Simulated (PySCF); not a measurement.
# Manganese: the same states on changed settings

Aim: see what changed settings do to total energies and their difference. The change: radial step 0.5 in ln r (0.13 in the sound run), unsound on purpose. A sound run of the same states serves as the yardstick.

Program: PySCF 2.14.0. Level of theory: unrestricted determinants in a Gaussian basis, no spin-orbit coupling in the energies. These are calculated values, not measurements, unless marked.

## Step 1: Starting point

```
Element     : manganese (Z = 25)
Basis       : 6-31G*
Hamiltonian : the non-relativistic Hamiltonian (point nucleus)
State 1     : Mn+: [Ar] 3d5 4s1, high-spin 7S determinant
State 2     : Mn(2+): [Ar] 3d5, high-spin 6S determinant
Methods     : TPSS, M06-L
```

The outer shells:

Mn+ [Ar] 3d5 4s1
```
[Ar] core
3d [↑ ][↑ ][↑ ][↑ ][↑ ]
4s [↑ ]
```

Mn2+ [Ar] 3d5
```
[Ar] core
3d [↑ ][↑ ][↑ ][↑ ][↑ ]
```

The sound run (6-31G*, the non-relativistic Hamiltonian (point nucleus), symmetry-adapted start, fine grid, valence correlation) gave:

```csv
species,method,energy (hartree)
Mn+,UHF,-1149.50143
Mn+,TPSS,-1150.59080
Mn+,M06-L,-1150.51418
Mn+,MP2 (valence),-1149.54849
Mn(2+),UHF,-1148.96649
Mn(2+),TPSS,-1150.02477
Mn(2+),M06-L,-1149.97732
Mn(2+),MP2 (valence),-1149.00556
```

One driver process ran all states and methods and kept the integrals in memory. Each run is shown as a PySCF script that sums up its settings (the driver passes frozen orbitals as a list and adds second-order terms of double hybrids); the logs are those of the runs themselves. The driver starts from symmetry-adapted Hartree-Fock orbitals, holds the occupation by maximum overlap and uses a logarithmic radial grid for functionals, so a plain start would take other cycles.

It was started by

```bash
OMP_NUM_THREADS=1 python atomrun2.py TASK.json OUT
```

The integrals over 34 functions and the set-up took 0.09 s of CPU time.

The grid is set inside the driver, so the scripts do not show it: radial step 0.5 in ln r (0.13 in the sound run).

## Step 2: Changed run, Mn+, method by method

**TPSS**

The input, input.py:

```python
from pyscf import gto, scf, dft, mp, cc
import basis_set_exchange as bse
mol = gto.M(atom="Mn 0 0 0", charge=1, spin=6, symmetry="D2h",
            basis=gto.basis.parse(bse.get_basis("6-31G*", elements=["Mn"], fmt="nwchem", header=False)))
mf = dft.UKS(mol, xc="TPSS")
mf.irrep_nelec = {'Ag': (6, 3), 'B1g': (1, 0), 'B2g': (1, 0), 'B3g': (1, 0), 'B1u': (2, 2), 'B2u': (2, 2), 'B3u': (2, 2)}
mf.kernel()
```

Standard output:

```text
damping factor = 0
level_shift factor = 0
DIIS = <class 'pyscf.scf.diis.CDIIS'>
diis_start_cycle = 1
diis_space = 10
diis_damp = 0
SCF conv_tol = 1e-09
SCF conv_tol_grad = None
number electrons alpha = 15  beta = 9
XC functionals = TPSS
    J. Tao, J. P. Perdew, V. N. Staroverov, and G. E. Scuseria.,  Phys. Rev. Lett. 91, 146401 (2003)
    J. P. Perdew, J. Tao, V. N. Staroverov, and G. E. Scuseria.,  J. Chem. Phys. 120, 6898 (2004)
    J. Tao, J. P. Perdew, V. N. Staroverov, and G. E. Scuseria.,  Phys. Rev. Lett. 91, 146401 (2003)
    J. P. Perdew, J. Tao, V. N. Staroverov, and G. E. Scuseria.,  J. Chem. Phys. 120, 6898 (2004)
cycle= 1 E= -1150.61126894983  delta_E= -0.000855  |g|= 0.0308  |ddm|= 0.119
cycle= 2 E= -1150.61134111126  delta_E= -7.22e-05  |g|= 0.0267  |ddm|= 0.0382
cycle= 3 E= -1150.61157248614  delta_E= -0.000231  |g|= 6.45e-05  |ddm|= 0.0184
cycle= 4 E= -1150.61157248753  delta_E= -1.39e-09  |g|= 5.1e-07  |ddm|= 4.8e-05
cycle= 5 E= -1150.61157248753  delta_E= -1.14e-12  |g|= 5.32e-09  |ddm|= 7.23e-07
converged SCF energy = -1150.61157248753  <S^2> = 12.000401  2S+1 = 7.0001146
```

It took 0.3 s on 1 thread of Neoverse-V1, shared host, the integrals not counted.

The occupied shells:

| shell | electrons | mean orbital energy (eV) | spread (eV) | rms radius (bohr) |
| --- | --- | --- | --- | --- |
| 1s α | 1 | -6394.7 | 0 | 0.0712 |
| 1s β | 1 | -6394.7 | 0 | 0.0712 |
| 2s α | 1 | -743.49 | 0 | 0.306 |
| 2s β | 1 | -741.86 | 0 | 0.306 |
| 2p α | 3 | -637.09 | 0 | 0.275 |
| 2p β | 3 | -635.68 | 0 | 0.275 |
| 3s α | 1 | -94.289 | 0 | 0.926 |
| 3s β | 1 | -88.295 | 0 | 0.926 |
| 3p α | 3 | -63.918 | 0 | 0.994 |
| 3p β | 3 | -58.013 | 0 | 0.994 |
| 3d α | 5 | -15.733 | 0 | 1.24 |
| 4s α | 1 | -11.852 | 0 | 3.08 |

⟨S²⟩ = 12.000, ⟨L²⟩ = 0.00.

**M06-L**

input.py, as changed from the run before:

```diff
@@ -4,3 +4,3 @@
             basis=gto.basis.parse(bse.get_basis("6-31G*", elements=["Mn"], fmt="nwchem", header=False)))
-mf = dft.UKS(mol, xc="TPSS")
+mf = dft.UKS(mol, xc="M06L")
 mf.irrep_nelec = {'Ag': (6, 3), 'B1g': (1, 0), 'B2g': (1, 0), 'B3g': (1, 0), 'B1u': (2, 2), 'B2u': (2, 2), 'B3u': (2, 2)}
```

Standard output:

```text
damping factor = 0
level_shift factor = 0
DIIS = <class 'pyscf.scf.diis.CDIIS'>
diis_start_cycle = 1
diis_space = 10
diis_damp = 0
SCF conv_tol = 1e-09
SCF conv_tol_grad = None
number electrons alpha = 15  beta = 9
XC functionals = M06L
    Y. Zhao and D. G. Truhlar.,  J. Chem. Phys. 125, 194101 (2006)
    Y. Zhao and D. G. Truhlar.,  J. Chem. Phys. 125, 194101 (2006)
    Y. Zhao and D. G. Truhlar.,  Theor. Chem. Acc. 120, 215 (2008)
cycle= 1 E= -1150.54997034731  delta_E= -0.0019  |g|= 0.0543  |ddm|= 0.411
cycle= 2 E= -1150.54971057482  delta_E= 0.00026  |g|= 0.0535  |ddm|= 0.366
cycle= 3 E= -1150.55183867532  delta_E= -0.00213  |g|= 0.00201  |ddm|= 0.181
cycle= 4 E= -1150.55184070953  delta_E= -2.03e-06  |g|= 0.00122  |ddm|= 0.0158
cycle= 5 E= -1150.5518424026  delta_E= -1.69e-06  |g|= 0.000395  |ddm|= 0.00452
cycle= 6 E= -1150.55184259824  delta_E= -1.96e-07  |g|= 1.93e-05  |ddm|= 0.00204
cycle= 7 E= -1150.5518425987  delta_E= -4.67e-10  |g|= 3.06e-09  |ddm|= 0.000104
converged SCF energy = -1150.5518425987  <S^2> = 12.00015  2S+1 = 7.0000429
```

Time after the integrals: 0.37 s (1 thread of Neoverse-V1, shared host).

## Step 3: Changed run, Mn(2+): the ladder of methods

**TPSS**

The input, input.py:

```python
from pyscf import gto, scf, dft, mp, cc
import basis_set_exchange as bse
mol = gto.M(atom="Mn 0 0 0", charge=2, spin=5, symmetry="D2h",
            basis=gto.basis.parse(bse.get_basis("6-31G*", elements=["Mn"], fmt="nwchem", header=False)))
mf = dft.UKS(mol, xc="TPSS")
mf.irrep_nelec = {'Ag': (5, 3), 'B1g': (1, 0), 'B2g': (1, 0), 'B3g': (1, 0), 'B1u': (2, 2), 'B2u': (2, 2), 'B3u': (2, 2)}
mf.kernel()
```

Standard output:

```text
damping factor = 0
level_shift factor = 0
DIIS = <class 'pyscf.scf.diis.CDIIS'>
diis_start_cycle = 1
diis_space = 10
diis_damp = 0
SCF conv_tol = 1e-09
SCF conv_tol_grad = None
number electrons alpha = 14  beta = 9
XC functionals = TPSS
    J. Tao, J. P. Perdew, V. N. Staroverov, and G. E. Scuseria.,  Phys. Rev. Lett. 91, 146401 (2003)
    J. P. Perdew, J. Tao, V. N. Staroverov, and G. E. Scuseria.,  J. Chem. Phys. 120, 6898 (2004)
    J. Tao, J. P. Perdew, V. N. Staroverov, and G. E. Scuseria.,  Phys. Rev. Lett. 91, 146401 (2003)
    J. P. Perdew, J. Tao, V. N. Staroverov, and G. E. Scuseria.,  J. Chem. Phys. 120, 6898 (2004)
cycle= 1 E= -1150.0481848986  delta_E= -0.000547  |g|= 0.0174  |ddm|= 0.0353
cycle= 2 E= -1150.04821863816  delta_E= -3.37e-05  |g|= 0.014  |ddm|= 0.0177
cycle= 3 E= -1150.0482808874  delta_E= -6.22e-05  |g|= 1.73e-05  |ddm|= 0.00796
cycle= 4 E= -1150.04828088754  delta_E= -1.45e-10  |g|= 1.52e-06  |ddm|= 1.85e-05
converged SCF energy = -1150.04828088754  <S^2> = 8.7506255  2S+1 = 6.0002085
```

It took 0.25 s on 1 thread of Neoverse-V1, shared host, the integrals not counted.

The occupied shells:

| shell | electrons | mean orbital energy (eV) | spread (eV) | rms radius (bohr) |
| --- | --- | --- | --- | --- |
| 1s α | 1 | -6404.3 | 0 | 0.0712 |
| 1s β | 1 | -6404.2 | 0 | 0.0712 |
| 2s α | 1 | -752.89 | 0 | 0.306 |
| 2s β | 1 | -751.24 | 0 | 0.306 |
| 2p α | 3 | -646.49 | 0 | 0.275 |
| 2p β | 3 | -645.07 | 0 | 0.275 |
| 3s α | 1 | -104.02 | 0 | 0.925 |
| 3s β | 1 | -98.001 | 0 | 0.925 |
| 3p α | 3 | -73.637 | 0 | 0.992 |
| 3p β | 3 | -67.729 | 0 | 0.992 |
| 3d α | 5 | -25.222 | 0 | 1.23 |

⟨S²⟩ = 8.751, ⟨L²⟩ = 0.00.

**M06-L**

input.py, as changed from the run before:

```diff
@@ -4,3 +4,3 @@
             basis=gto.basis.parse(bse.get_basis("6-31G*", elements=["Mn"], fmt="nwchem", header=False)))
-mf = dft.UKS(mol, xc="TPSS")
+mf = dft.UKS(mol, xc="M06L")
 mf.irrep_nelec = {'Ag': (5, 3), 'B1g': (1, 0), 'B2g': (1, 0), 'B3g': (1, 0), 'B1u': (2, 2), 'B2u': (2, 2), 'B3u': (2, 2)}
```

Standard output:

```text
damping factor = 0
level_shift factor = 0
DIIS = <class 'pyscf.scf.diis.CDIIS'>
diis_start_cycle = 1
diis_space = 10
diis_damp = 0
SCF conv_tol = 1e-09
SCF conv_tol_grad = None
number electrons alpha = 14  beta = 9
XC functionals = M06L
    Y. Zhao and D. G. Truhlar.,  J. Chem. Phys. 125, 194101 (2006)
    Y. Zhao and D. G. Truhlar.,  J. Chem. Phys. 125, 194101 (2006)
    Y. Zhao and D. G. Truhlar.,  Theor. Chem. Acc. 120, 215 (2008)
cycle= 1 E= -1150.02288703501  delta_E= -0.00111  |g|= 0.00454  |ddm|= 0.0462
cycle= 2 E= -1150.02289122288  delta_E= -4.19e-06  |g|= 0.0033  |ddm|= 0.00455
cycle= 3 E= -1150.02289471983  delta_E= -3.5e-06  |g|= 0.000144  |ddm|= 0.00195
cycle= 4 E= -1150.02289472735  delta_E= -7.51e-09  |g|= 1.09e-07  |ddm|= 8.94e-05
cycle= 5 E= -1150.02289472734  delta_E= 1.36e-12  |g|= 1.94e-10  |ddm|= 7.24e-08
converged SCF energy = -1150.02289472734  <S^2> = 8.7501163  2S+1 = 6.0000388
```

Time after the integrals: 0.27 s (1 thread of Neoverse-V1, shared host).

## Step 4: Against the sound run

```csv
species,method,converged,energy less sound run (eV)
Mn+,TPSS,yes,-0.5652
Mn+,M06-L,yes,-1.0250
Mn(2+),TPSS,yes,-0.6398
Mn(2+),M06-L,yes,-1.2401
```

Ionisation energy of Mn+:

```csv
method,sound run (eV),changed run (eV),shift (eV)
UHF,14.557,14.557,+0.000
TPSS,15.403,15.328,-0.075
M06-L,14.609,14.393,-0.215
```

## Step 5: Outcome

| quantity | value |
| --- | --- |
| change | radial step 0.5 in ln r (0.13 in the sound run) |
| runs converged | 4 of 4 |
| largest shift of a converged total energy | 1.24 eV |
| largest shift of the ionisation energy | -0.215 eV (M06-L) |

What this shows: The ionisation energy moves by up to 0.22 eV, at M06-L. A coarse radial grid mis-integrates the density and the exchange-correlation energy, with errors of either sign; Hartree-Fock needs no grid. The setting is unsound on purpose, so these numbers are no properties of the atom.
